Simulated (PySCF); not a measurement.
# A diatomic session: TlBr

An exercise on one series of results from a longer session: the logs are not shown, and one member is left open.

Method: Tl x2c-TZVPPall, Br x2c-TZVPPall, spin-free X2C with a Gaussian nucleus; program: PySCF 2.14.0.

The first run:

A driver script around PySCF takes these settings:

```
atoms                         : Tl, Br
charge                        : 0
basis                         : Tl x2c-TZVPPall, Br x2c-TZVPPall
Hamiltonian                   : spin-free X2C with a Gaussian nucleus
basis functions               : 131
electrons treated             : 116
masses in u                   : 204.9744, 78.9183
levels                        : PBE0, PBE, r²SCAN, B2PLYP, TPSSh, PW91, B3LYP, ωB97X-V, HF, MP2, SCS-MP2, CCSD, CCSD(T)
grid                          : 80 radial by 434 angular points
occupations                   : held fixed by the projection of orbital angular momentum
dissociation limit            : Tl + Br, each in its ground configuration
starting distance in angstrom : 2.545
values of 2S to try           : 0, 2
```

Command:

```bash
OMP_NUM_THREADS=2 python dia.py task.json out
```

Among the steps run: Set-up; PBE0 along the bond; Excited determinants; PBE (GGA); r²SCAN (meta-GGA); B2PLYP (double hybrid); TPSSh; PW91 (GGA); B3LYP; ωB97X-V; RHF (mean field); Adding correlation.

One table of the session follows, with a row left open; its other results are not shown here.

| level | Re (Å) | ωe (cm⁻¹) | De (eV) |
| --- | --- | --- | --- |
| RHF | 2.682 | 181.2 | 2.91 |
| RHF-MP2 | 2.631 | 195.1 | 4.11 |
| RHF-SCS-MP2 | 2.653 | 189.9 | 3.97 |
| RHF-CCSD | 2.651 | 190.3 | 3.81 |
| RHF-CCSD(T) | 2.648 | 191.5 | 3.93 |
| PBE | 2.653 | 187.0 | 4.20 |
| PW91 | 2.650 | 187.8 | 4.23 |
| r²SCAN | 2.628 | 194.2 | 4.20 |
| TPSSh | 2.647 | 188.8 | 4.15 |
| B3LYP | 2.668 | 184.5 | 3.98 |
| PBE0 | 2.636 | 191.8 | 4.07 |
| ωB97X-V | ? | ? | ? |
| B2PLYP | 2.653 | 189.0 | 4.01 |

**Question.** Estimate the row for ωB97X-V.

As computed: Re (Å): 2.627; ωe (cm⁻¹): 194.5; De (eV): 4.09. In the column «Re (Å)» it is the lowest.
